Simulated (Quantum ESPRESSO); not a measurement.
A Quantum ESPRESSO 7.5 run (PBEsol) on a crystal of composition AlBN lists these optical modes at the zone centre:

```csv
symmetry,cm⁻¹,components,active in
Eu,153i,2,IR
A2u,222,1,IR
A2u,329,1,IR
Eu,790,2,IR
```

**Question.** How many atoms does the primitive cell hold, does the crystal have a centre of inversion, and what is its point group?

**Answer.** 6 optical and 3 acoustic modes make 3 atoms. The labels g and u show a centre of inversion, so no mode is both infrared and Raman active. The point group is 4/mmm (space group P4/mmm, No. 123).

The cell:

```
Al B N
1.0
     2.63123    0.00000    0.00000
     0.00000    2.63123    0.00000
     0.00000    0.00000    5.32792
Al B N
1 1 1
Direct
  0.50000 0.50000 0.00000
  0.50000 0.50000 0.50000
  0.00000 0.00000 0.00000
```

Caveat: the mesh is thin for the phonons of a metal; some modes are imaginary; the layers were relaxed without a dispersion term, so their spacing and the soft interlayer modes are unreliable.
